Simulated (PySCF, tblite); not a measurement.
# 1,1,1,2,2-pentafluoropropane (C3H3F5): dynamics, then NMR shifts on frames, part 2 of 2

tblite 0.8.0 and PySCF 2.14.0. Atoms count from 0. Earlier steps stand in the parts before.

## (5) Shielding tensors: 625 fs, PBE0/pcSseg-1

The job: settings as JSON, then the geometry in Å.

```
{"job": {"kind": "nmr", "xc": "PBE0", "basis": "pcSseg-1", "pop": false}, "charge": 0, "multiplicity": 1}
C     -1.247200    -1.058700     1.006800
C     -0.076700    -0.468300     0.183800
F     -0.379100    -0.584700    -1.156600
F      0.131200     0.832900     0.524300
C      1.299300    -1.126700     0.426200
F      1.434400    -1.355600     1.716400
F      1.442800    -2.319200    -0.147800
F      2.280900    -0.362200     0.103900
H     -1.299500    -2.132500     0.546700
H     -0.970600    -1.312700     1.979700
H     -2.243300    -0.671500     0.874300
```

With the program's defaults for keys left out, this is: GIAO PBE0/pcSseg-1 NMR shielding, non-relativistic, gas phase.

The program printed:

```text
coarse grid: 10552 points
cycle   1  E = -614.3973044190  dE =  1.329e+00  |g| = 1.112e+00  |ddm| = 2.778e+00
cycle   2  E = -614.1416526594  dE =  2.557e-01  |g| = 1.739e+00  |ddm| = 1.355e+00
cycle   3  E = -614.6009498562  dE = -4.593e-01  |g| = 7.275e-02  |ddm| = 8.462e-01
cycle   4  E = -614.6015122902  dE = -5.624e-04  |g| = 5.072e-02  |ddm| = 7.133e-02
cycle   5  E = -614.6019946745  dE = -4.824e-04  |g| = 8.248e-03  |ddm| = 3.373e-02
cycle   6  E = -614.6020031970  dE = -8.523e-06  |g| = 2.632e-03  |ddm| = 5.380e-03
final grid: 107760 points
cycle   7  E = -614.6815779208  dE = -5.326e-05  |g| = 7.276e-03  |ddm| = 1.983e-02
cycle   8  E = -614.6815683823  dE =  9.538e-06  |g| = 1.092e-02  |ddm| = 1.008e-02
cycle   9  E = -614.6815872502  dE = -1.887e-05  |g| = 5.079e-04  |ddm| = 5.616e-03
cycle  10  E = -614.6815872919  dE = -4.176e-08  |g| = 2.047e-04  |ddm| = 4.893e-04
cycle  11  E = -614.6815872988  dE = -6.912e-09  |g| = 7.040e-05  |ddm| = 1.476e-04
cycle  12  E = -614.6815872996  dE = -7.331e-10  |g| = 1.696e-05  |ddm| = 4.537e-05
converged SCF energy = -614.6815872996

GIAO shielding tensors (ppm)
atom      isotropic    diamagn.    paramagn.     s11        s22        s33       span
  0 C      164.890     247.774     -82.884    147.022    155.134    192.513     45.491
  1 C       60.143     234.365    -174.221     40.279     66.803     73.348     33.069
  2 F      291.573     474.658    -183.085    174.263    341.897    358.558    184.295
  3 F      297.191     475.716    -178.524    204.376    328.070    359.129    154.753
  4 C       64.460     242.507    -178.047     56.124     65.809     71.449     15.325
  5 F      270.407     471.563    -201.156    199.701    263.334    348.185    148.485
  6 F      274.901     470.449    -195.548    197.469    269.955    357.279    159.810
  7 F      288.938     471.211    -182.273    230.426    300.312    336.077    105.651
  8 H       28.561      26.269       2.292     24.806     27.443     33.434      8.628
  9 H       30.641      29.220       1.421     25.979     29.763     36.181     10.202
 10 H       29.447      28.178       1.269     25.856     26.501     35.985     10.129
```

Run time: 15 s. Hardware: 1 thread of Intel Xeon at 2.80GHz, shared host; peak memory 0.74 GiB.

In short: δ C1 126.8, C4 122.5, C0 22.0, F5 -99.5, H8 3.16, H10 2.27 ppm.

## (6) NMR shieldings: 800 fs, PBE0/pcSseg-1

The job: settings as JSON, then the geometry in Å.

```
{"job": {"kind": "nmr", "xc": "PBE0", "basis": "pcSseg-1", "pop": false}, "charge": 0, "multiplicity": 1}
C     -1.369900    -0.648800     1.003000
C     -0.439900    -0.234200    -0.079500
F     -0.736800    -0.817000    -1.209600
F     -0.408600     1.071000    -0.377200
C      1.087000    -0.702300     0.284400
F      1.369100    -0.336200     1.557400
F      1.282500    -2.014200     0.158900
F      1.940900    -0.129100    -0.540900
H     -0.974000    -0.463300     2.004500
H     -2.351900    -0.198700     0.910200
H     -1.383600    -1.683400     1.024500
```

Method: GIAO PBE0/pcSseg-1 NMR shielding, non-relativistic, gas phase.

The program printed:

```text
coarse grid: 10552 points
cycle   1  E = -614.4077514675  dE =  1.351e+00  |g| = 1.101e+00  |ddm| = 2.815e+00
cycle   2  E = -614.1692984461  dE =  2.385e-01  |g| = 1.703e+00  |ddm| = 1.323e+00
cycle   3  E = -614.6074449882  dE = -4.381e-01  |g| = 7.529e-02  |ddm| = 8.196e-01
cycle   4  E = -614.6082655410  dE = -8.206e-04  |g| = 4.103e-02  |ddm| = 7.133e-02
cycle   5  E = -614.6086203293  dE = -3.548e-04  |g| = 6.825e-03  |ddm| = 3.018e-02
cycle   6  E = -614.6086266848  dE = -6.355e-06  |g| = 2.959e-03  |ddm| = 5.100e-03
final grid: 107760 points
cycle   7  E = -614.6876924921  dE = -5.152e-05  |g| = 8.280e-03  |ddm| = 2.224e-02
cycle   8  E = -614.6876814867  dE =  1.101e-05  |g| = 1.202e-02  |ddm| = 1.142e-02
cycle   9  E = -614.6877047041  dE = -2.322e-05  |g| = 6.492e-04  |ddm| = 6.337e-03
cycle  10  E = -614.6877047792  dE = -7.502e-08  |g| = 2.219e-04  |ddm| = 5.794e-04
cycle  11  E = -614.6877047884  dE = -9.261e-09  |g| = 6.076e-05  |ddm| = 1.610e-04
cycle  12  E = -614.6877047890  dE = -5.459e-10  |g| = 1.790e-05  |ddm| = 4.251e-05
converged SCF energy = -614.6877047890

GIAO shielding tensors (ppm)
atom      isotropic    diamagn.    paramagn.     s11        s22        s33       span
  0 C      172.647     250.571     -77.923    156.617    162.208    199.117     42.501
  1 C       66.503     236.606    -170.103     50.957     71.458     77.094     26.137
  2 F      309.936     472.610    -162.674    214.341    331.451    384.015    169.673
  3 F      304.841     474.581    -169.740    220.253    345.508    348.763    128.510
  4 C       54.657     244.604    -189.947     48.989     56.099     58.884      9.895
  5 F      263.914     473.483    -209.569    183.006    253.539    355.195    172.189
  6 F      269.597     471.123    -201.526    195.557    264.175    349.060    153.503
  7 F      279.277     472.366    -193.089    204.615    286.620    346.596    141.981
  8 H       29.640      29.000       0.639     24.912     29.256     34.751      9.839
  9 H       30.028      27.794       2.234     25.936     27.245     36.904     10.969
 10 H       31.467      30.101       1.367     27.677     29.837     36.887      9.210
```

Wall time 14 s (1 thread of Intel Xeon at 2.80GHz, shared host); peak memory 0.74 GiB.

In short: δ C4 132.3, C1 120.4, C0 14.3, F5 -93.0, H8 2.08, H9 1.69 ppm.

## (7) Nuclear shieldings: 1000 fs, PBE0/pcSseg-1

The job: settings as JSON, then the geometry in Å.

```
{"job": {"kind": "nmr", "xc": "PBE0", "basis": "pcSseg-1", "pop": false}, "charge": 0, "multiplicity": 1}
C     -1.291300    -1.291000     0.865800
C     -0.634400    -0.289000    -0.148200
F     -0.863100    -0.501900    -1.486600
F     -0.985600     0.968800     0.099200
C      0.903000    -0.340300     0.124800
F      1.334900     0.157000     1.277200
F      1.336500    -1.623600     0.055900
F      1.620700     0.324300    -0.799800
H     -2.046100    -1.739500     0.333400
H     -0.627900    -2.122300     1.165100
H     -1.531100    -0.862200     1.806800
```

Level: GIAO PBE0/pcSseg-1 NMR shielding, non-relativistic, gas phase.

The program printed:

```text
coarse grid: 10552 points
cycle   1  E = -614.3836754709  dE =  1.247e+00  |g| = 1.130e+00  |ddm| = 2.786e+00
cycle   2  E = -614.0925869594  dE =  2.911e-01  |g| = 1.816e+00  |ddm| = 1.407e+00
cycle   3  E = -614.5979245026  dE = -5.053e-01  |g| = 7.743e-02  |ddm| = 8.796e-01
cycle   4  E = -614.5986467587  dE = -7.223e-04  |g| = 5.137e-02  |ddm| = 7.893e-02
cycle   5  E = -614.5991654076  dE = -5.186e-04  |g| = 9.505e-03  |ddm| = 3.674e-02
cycle   6  E = -614.5991766589  dE = -1.125e-05  |g| = 3.436e-03  |ddm| = 6.559e-03
cycle   7  E = -614.5991785233  dE = -1.864e-06  |g| = 4.046e-04  |ddm| = 2.056e-03
final grid: 107760 points
cycle   8  E = -614.6791566873  dE = -5.458e-05  |g| = 7.345e-03  |ddm| = 2.077e-02
cycle   9  E = -614.6791479521  dE =  8.735e-06  |g| = 1.065e-02  |ddm| = 1.022e-02
cycle  10  E = -614.6791671883  dE = -1.924e-05  |g| = 7.694e-04  |ddm| = 5.579e-03
cycle  11  E = -614.6791672876  dE = -9.925e-08  |g| = 2.575e-04  |ddm| = 6.127e-04
cycle  12  E = -614.6791672994  dE = -1.188e-08  |g| = 6.843e-05  |ddm| = 1.732e-04
cycle  13  E = -614.6791673002  dE = -7.160e-10  |g| = 1.990e-05  |ddm| = 4.995e-05
converged SCF energy = -614.6791673002

GIAO shielding tensors (ppm)
atom      isotropic    diamagn.    paramagn.     s11        s22        s33       span
  0 C      166.069     249.785     -83.716    139.411    156.536    202.259     62.848
  1 C       63.435     238.653    -175.218     42.572     67.801     79.933     37.360
  2 F      292.735     472.128    -179.393    193.945    324.428    359.830    165.885
  3 F      308.396     473.774    -165.378    197.970    329.736    397.481    199.511
  4 C       54.864     241.305    -186.440     48.905     55.437     60.250     11.345
  5 F      263.315     472.905    -209.590    193.898    255.891    340.157    146.259
  6 F      251.630     473.017    -221.387    167.419    241.173    346.298    178.879
  7 F      268.901     473.137    -204.235    180.780    271.006    354.919    174.139
  8 H       31.248      28.892       2.355     27.142     29.201     37.400     10.257
  9 H       29.000      28.235       0.765     24.334     29.300     33.366      9.032
 10 H       30.244      28.968       1.277     26.459     27.708     36.567     10.109
```

Run time: 14 s. Hardware: 1 thread of Intel Xeon at 2.80GHz, shared host; peak memory 0.73 GiB.

In short: δ C4 132.1, C1 123.5, C0 20.9, F6 -80.7, H9 2.72, H10 1.47 ppm.

## (8) Side by side: NMR shifts

Shifts (ppm) of some atoms, chosen among heavy atoms and hydrogens apart, with basis size and wall time:

```tsv
frame	H8	H9	F6	F5	F7	F3	F2	functions	time
250 fs	3.34	1.25	-76.9	-91.3	-96.2	-97.6	-139.2	151	21 s
425 fs	4.30	3.31	-104.6	-49.4	-104.4	-124.4	-114.1	151	14 s
625 fs	3.16	1.08	-104.0	-99.5	-118.0	-126.2	-120.6	151	15 s
800 fs	2.08	1.69	-98.7	-93.0	-108.3	-133.9	-139.0	151	14 s
1000 fs	0.47	2.72	-80.7	-92.4	-98.0	-137.5	-121.8	151	14 s
```

## (9) What came out

This closing draws on all 2 parts.

```
                                        quantity                                   value
                                      thermostat                                   400 K
                   mean temperature, second half                                   465 K
         mean potential energy above the minimum                                 0.50 eV
  13C shifts against TMS (PBE0/pcSseg-1, 250 fs)                  133.8, 121.8, 19.5 ppm
   1H shifts against TMS (PBE0/pcSseg-1, 250 fs)                    3.34, 1.61, 1.25 ppm
19F shifts against CFCl3 (PBE0/pcSseg-1, 250 fs)  -76.9, -91.3, -96.2, -97.6, -139.2 ppm
           surface potential, 1st and 99th percentile                      -0.70 V and 1.29 V
                        range of the shift of F5                      -99.5 to -49.4 ppm
```

In words: In the second half the potential energy averages 0.50 eV above the minimum; equipartition over 27 harmonic modes at 400 K would give 0.47 eV. With 11 atoms the temperature swings widely (234 to 652 K). Shifts at one fixed geometry are not the observed spectrum, which averages over the motion. Across the 5 runs the shift of F5 moves most, between -99.5 (625 fs) and -49.4 ppm (425 fs).
